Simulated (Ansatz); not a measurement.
# GeAs5: from a guess to a relaxed structure

Where does this trial cell of GeAs5 go when cell and atoms are let free?

Computed with Ansatz 0.2.0 (DFT PBE, scalar-relativistic, plane waves, PAW, unless a step's input says otherwise).

## (1) The system as given

Symmetry: P-62m, No. 189, hexagonal system. Conventional cell: a = 6.101 Å, b = 6.101 Å, c = 5.735 Å, α = 90.00°, β = 90.00°, γ = 120.00°. Ge (site symmetry -62m) has 12 As at 3.48 to 3.52 Å in its first shell of neighbours. As (site symmetry m2m) has 10 As at 3.40 to 3.58 Å and 2 Ge at 3.48 Å in its first shell of neighbours. As (site symmetry -6) is surrounded by 9 As at 3.52 to 3.54 Å and 3 Ge at 3.52 Å.

Coordinates:

```
Ge As
1.0
     6.10070    0.00000    0.00000
    -3.05035    5.28336    0.00000
     0.00000    0.00000    5.73470
Ge As
1 5
Direct
  0.00000 0.00000 0.00000
  0.67811 0.00000 0.50000
  0.32189 0.32189 0.50000
  0.00000 0.67811 0.50000
  0.66667 0.33333 0.00000
  0.33333 0.66667 0.00000
```

Recipe of the guess: species swapped into a database cell of Ca5Mg (P-62m, No. 189), with As on the Ca sites and Ge on the Mg sites. Lengths come from tabulated atomic sizes and are only a guess.

## (2) Probe: one point on a coarse mesh

input.yaml reads:

```yaml
crystal:
  lattice:
    - [6.10069638, 0.0, 0.0]
    - [-3.05034819, 5.28335804, 0.0]
    - [0.0, 0.0, 5.73470393]
  atoms:
    - { symbol: Ge, position: [0.0, 0.0, 0.0] }
    - { symbol: As, position: [0.67810559, 0.0, 0.5] }
    - { symbol: As, position: [0.32189441, 0.32189441, 0.5] }
    - { symbol: As, position: [0.0, 0.67810559, 0.5] }
    - { symbol: As, position: [0.66666667, 0.33333333, 0.0] }
    - { symbol: As, position: [0.33333333, 0.66666667, 0.0] }
basis:
  ecutwfc: 420
kpoints:
  mp_grid: { grid: [3, 3, 4] }
hamiltonian:
  xc: pbe
scf:
  occupations: { method: gaussian, width: 0.1 }
  lower_state_search: "off"
output:
  forces: true
  stress: true
  eigenvalues: true
```

On the command line:

```sh
$ ansatz run input.yaml --threads 1 --pin off --max-ram 2560MiB --backend cpu --events-out ev --progress --plain --runs-dir out
```

The session goes on with these runs: rough relaxation on the coarse mesh; another rough relaxation; final relaxation.

**Question.** What will these runs give? Wanted: conventional cell; volume; energy over the elements; gap on the mesh.

**Answer**, as computed:

| quantity | value |
| --- | --- |
| symmetry at the end (tolerance 0.05 Å) | space group P-62m (No. 189) |
| conventional cell | a = 5.198 Å, b = 5.198 Å, c = 5.216 Å, α = 90.00°, β = 90.00°, γ = 120.00° |
| volume | 20.34 Å³/atom |
| energy over the elements | +0.42 eV/atom |
| gap on the mesh | none (metal) |

**Reading.** The space group P-62m (No. 189) is kept, and the volume per atom shrinks by 34.0 % from the first guess. The formation energy is positive, so the separate elements lie lower. No finished test with a distortion of lower symmetry is shown, so the end may be a saddle point.
